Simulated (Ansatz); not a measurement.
# CH₅AlBNO: small, medium and large basis sets

Aim: see how fast density functionals converge with the basis set for CH₅AlBNO.

The runs use Ansatz 0.2.0, Gaussian basis; one geometry, several basis sets.

Plan: PBE0-D4/def2-SVP; ωB97M-V/def2-SVP; PBE0-D4/def2-QZVPP; ωB97M-V/def2-QZVPP; the functionals' def2-TZVPP values are taken from earlier runs.

## 1. Structure used throughout

An earlier PBE0-D4 in a triple-zeta def2 set relaxation fixed the geometry.

SMILES `B1C[NH][AlH][O]1`, 10 atoms, charge 0, spin multiplicity 1.

Atoms are counted from 1 here; the program's logs count them from 0.

Bond lengths: B1–C2 1.591 Å, B1–O5 1.354 Å, B1–H6 1.202 Å, C2–N3 1.464 Å, C2–H7 1.101 Å, C2–H8 1.101 Å, N3–Al4 1.759 Å, N3–H9 1.004 Å, Al4–O5 1.742 Å, Al4–H10 1.568 Å. Angles: C2–B1–O5 116.5°, C2–B1–H6 122.8°, O5–B1–H6 120.7°, B1–C2–N3 108.2°, B1–C2–H7 109.1°, B1–C2–H8 109.1°, N3–C2–H7 112.5°, N3–C2–H8 112.5°, H7–C2–H8 105.3°, C2–N3–Al4 108.2°, C2–N3–H9 116.3°, Al4–N3–H9 135.5°, N3–Al4–O5 98.9°, N3–Al4–H10 134.7°, O5–Al4–H10 126.4°, B1–O5–Al4 108.1°.

## 2. PBE0-D4 in def2-SVP

The input, in.yaml:

```yaml
crystal:
  periodic: [false, false, false]
  atoms:
    - {symbol: B, position_ang: [-1.210023, 0.287041, -0.464814]}
    - {symbol: C, position_ang: [-0.443980, -0.819539, 0.384255]}
    - {symbol: N, position_ang: [0.963054, -0.428931, 0.482397]}
    - {symbol: Al, position_ang: [1.174958, 1.087891, -0.382235]}
    - {symbol: O, position_ang: [-0.466026, 1.325465, -0.914863]}
    - {symbol: H, position_ang: [-2.386334, 0.224769, -0.706103]}
    - {symbol: H, position_ang: [-0.576529, -1.800437, -0.098824]}
    - {symbol: H, position_ang: [-0.924958, -0.914468, 1.370530]}
    - {symbol: H, position_ang: [1.561451, -1.048982, 0.998130]}
    - {symbol: H, position_ang: [2.391488, 2.036193, -0.665573]}
basis:
  gaussian: {orbitals: def2-SVP}
hamiltonian: {xc: pbe0, dispersion: d4}
output: {orbitals: {seedname: orbitals}}
```

Started as:

```console
$ ansatz run in.yaml --threads 2 --pin off --events-out ev --progress --plain --max-ram 4352MiB
```

Further steps of the session: ωB97M-V in def2-SVP; PBE0-D4 in def2-QZVPP; ωB97M-V in def2-QZVPP.

Q: Predict the results of all the runs planned. Wanted: PBE0-D4: double and triple zeta above quadruple; ωB97M-V: double and triple zeta above quadruple.

**Answer**, as computed:

| quantity | value |
| --- | --- |
| PBE0-D4: double and triple zeta above quadruple | 9.00, 0.53 eV |
| ωB97M-V: double and triple zeta above quadruple | 9.15, 0.50 eV |

PBE0-D4 gains 8.47 eV from double to triple zeta, then 0.53 eV more. These are total energies; as a rule much of such shifts cancels in differences, which this series doesn't test. The LUMO of ωB97M-V is positive and keeps falling with the basis (1.46 to 0.74 eV): an unbound level that the basis holds in place.
